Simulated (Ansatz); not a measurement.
AlN, space group P6_3mc, an equation of state with a fit

Computed with Ansatz 0.2.0 through its Python package.

The cells in order, each with its output:

**Cell 1**
```python
import ansatz as az
from ase.eos import EquationOfState
from ase.units import GPa
import numpy as np
```

**Cell 2**
```python
FUNCTIONAL = "pbe"
OCCUPATIONS = "fixed"
CUTOFF_EV = 500
KMESH = (12, 12, 4)
```

**Cell 3**
```python
vectors0 = np.array([
    [3.113, 0.0, 0.0],
    [-1.5565, 2.69594, 0.0],
    [0.0, 0.0, 4.981],
])
sites = [
    ("Al", (1 / 3, 2 / 3, 0.0)),
    ("Al", (2 / 3, 1 / 3, 0.5)),
    ("N", (1 / 3, 2 / 3, 0.38)),
    ("N", (2 / 3, 1 / 3, 0.88)),
]
```

**Cell 4**
```python
def on_lattice(cell):
    crystal = az.Crystal(lattice=az.Lattice.of(cell))
    for symbol, position in sites:
        crystal = crystal.atom(symbol, position)
    return crystal
```

**Cell 5**
```python
# scale the volume, keep shape and fractions
volumes, energies, pressures = [], [], []
for scale in np.linspace(0.9, 1.1, 9):
    cell = vectors0 * scale ** (1 / 3)
    model = on_lattice(cell).calculation()
    model = model.functional(FUNCTIONAL).occupations(OCCUPATIONS)
    model = model.basis(CUTOFF_EV).kpoints(*KMESH)
    model = model.stress()
    summary = model.run(threads=1).report
    volumes.append(abs(np.linalg.det(cell)) / len(sites))
    energies.append(summary["free_energy_ev"] / len(sites))
    pressures.append(np.trace(summary["stress_gpa"]) / 3)
    print(f"V = {volumes[-1]:8.4f} A^3/atom  F = {energies[-1]:.5f} eV/atom  P = {pressures[-1]:8.3f} GPa")

eos = EquationOfState(volumes, energies, eos="vinet")
v0, e0, bulk = eos.fit()
print(f"V0 = {v0:.4f} A^3/atom, E0 = {e0:.5f} eV/atom, B = {bulk / GPa:.1f} GPa")
```
Output:
```text
DeckWarning: crystal.lattice, of which some number shows no typed digit to judge by, misses the space group found at crystal.symmetry.tolerance 1.0e-5 by more than rounding, which is why this is a warning: the operation that it misses by the most changes a [...]
V =   9.4056 A^3/atom  F = -462.02233 eV/atom  P =   30.494 GPa
V =   9.6669 A^3/atom  F = -462.06544 eV/atom  P =   22.534 GPa
V =   9.9282 A^3/atom  F = -462.09632 eV/atom  P =   15.490 GPa
V =  10.1894 A^3/atom  F = -462.11631 eV/atom  P =    9.247 GPa
V =  10.4507 A^3/atom  F = -462.12679 eV/atom  P =    3.720 GPa
V =  10.7120 A^3/atom  F = -462.12879 eV/atom  P =   -1.178 GPa
V =  10.9732 A^3/atom  F = -462.12325 eV/atom  P =   -5.520 GPa
V =  11.2345 A^3/atom  F = -462.11105 eV/atom  P =   -9.368 GPa
V =  11.4958 A^3/atom  F = -462.09294 eV/atom  P =  -12.776 GPa
V0 = 10.6457 A^3/atom, E0 = -462.12903 eV/atom, B = 193.5 GPa
```

A third-order Birch-Murnaghan fit through the 9 points has its minimum at 10.65 Å³ an atom, 1.9 % above the typed cell, with a bulk modulus of 193 GPa and dB/dP = 3.9. From that minimum the energy rises by 106.7 meV an atom on the compressed side and 36.1 meV on the expanded side.

Reading the output:
- Absolute energies stand on the zero of these potentials, so only differences at equal settings mean something.
- Shape and fractional positions are held along the curve, so the bulk modulus is an upper value where they are free to relax.
- Of the deposited cell: the entry's cell lengths or inner coordinates differ somewhat from later room-temperature determinations.
- Pressure is positive in compression.
- The starting cell is as deposited in a crystallographic database; the results hold for this polymorph, which needn't be the stable one.
- Warnings are shown shortened and without file and line.
- Wall time of the script: 45 s on 1 thread of Arm Neoverse N1 (shared host), peak memory 0.39 GiB.
